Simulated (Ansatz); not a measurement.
# AlH3O3: the cost of one run

Computed with Ansatz 0.2.0, Gaussian basis. Level: PBE0-D4/def2-TZVP structures, single points in def2-TZVPP, no counterpoise correction.

Levels: SPW92, PBE-D4, BLYP-D4, r2SCAN-D4, B97M-V, PBE0-D4, B3LYP-D4, r2SCAN0-D4, BHLYP-D4, CAM-B3LYP-D4, wB97X-V, wB97M-V, B2PLYP, PBE-QIDH, RPA on PBE, Hartree-Fock, MP2, CCSD, CCSD(T).

Correlated methods freeze the cores. B3LYP uses VWN-RPA correlation. B2PLYP carries no dispersion term here.

94 further runs of the same task are left out: 94 set aside as unsound or not needed.

### 1 The system as given

The complex: 12 atoms, charge 0, spin multiplicity 1.

Atoms are counted from 1 here; the program's logs count them from 0.

Bond lengths: Al1–O2 1.692 Å, Al1–O3 1.697 Å, Al1–O4 1.703 Å, O2–H7 0.955 Å, O3–H8 0.954 Å, O4–H9 0.954 Å, H5–Si6 1.507 Å, Si6–H10 1.475 Å, Si6–H11 1.479 Å, Si6–H12 1.485 Å. Angles: O2–Al1–O3 118.6°, O2–Al1–O4 115.8°, O3–Al1–O4 124.2°, Al1–O2–H7 120.9°, Al1–O3–H8 124.9°, Al1–O4–H9 123.6°, H5–Si6–H10 110.2°, H5–Si6–H11 108.2°, H5–Si6–H12 104.1°, H10–Si6–H11 113.2°, H10–Si6–H12 110.8°, H11–Si6–H12 110.0°.

Geometry (Å):

```mol
AlH7O3Si
  3D, bonds by distance, orders not assigned

 12 10  0  0  0  0  0  0  0  0999 V2000
    0.2705   -1.1745    0.1926 Al  0  0
    0.6267   -1.6553   -1.3902 O   0  0
    1.4708   -1.3356    1.3811 O   0  0
   -1.3730   -0.8803    0.5265 O   0  0
    0.6379    0.8599   -0.1371 H   0  0
   -0.4704    1.7865   -0.5658 Si  0  0
    1.5093   -1.9287   -1.6330 H   0  0
    1.3616   -1.1111    2.3019 H   0  0
   -1.7351   -0.8488    1.4090 H   0  0
   -1.3039    1.1413   -1.5978 H   0  0
   -1.2353    2.1816    0.6372 H   0  0
    0.2407    2.9651   -1.1243 H   0  0
  1  2  8  0
  1  3  8  0
  1  4  8  0
  2  7  8  0
  3  8  8  0
  4  9  8  0
  5  6  8  0
  6 10  8  0
  6 11  8  0
  6 12  8  0
M  END
```

Its parts: AlH3O3 holds atoms 1, 2, 3, 4, 7, 8, 9; SiH4 holds atoms 5, 6, 10, 11, 12. Each part counts its atoms afresh in its own runs.

### 2 Relaxing AlH3O3 alone

Input file relax-a/in.yaml:

```yaml
crystal:
  periodic: [false, false, false]
  atoms:
    - {symbol: Al, position_ang: [0.270526, -1.174498, 0.192553]}
    - {symbol: O, position_ang: [0.626697, -1.655335, -1.390212]}
    - {symbol: O, position_ang: [1.470828, -1.335592, 1.381104]}
    - {symbol: O, position_ang: [-1.372967, -0.880253, 0.526498]}
    - {symbol: H, position_ang: [1.509304, -1.928715, -1.633042]}
    - {symbol: H, position_ang: [1.361614, -1.111099, 2.301867]}
    - {symbol: H, position_ang: [-1.735086, -0.848799, 1.409028]}
basis:
  gaussian: {orbitals: def2-TZVP}
hamiltonian: {xc: pbe0, dispersion: d4}
relax: {f_tol: 0.005, max_steps: 200}
```

Started as:

```
> ansatz run in.yaml --threads 8 --pin off --events-out ev --progress --plain --max-ram 19148MiB
```

**Question.** How long does this run take on 8 threads of Arm Neoverse V1, shared host?

About 8 s.
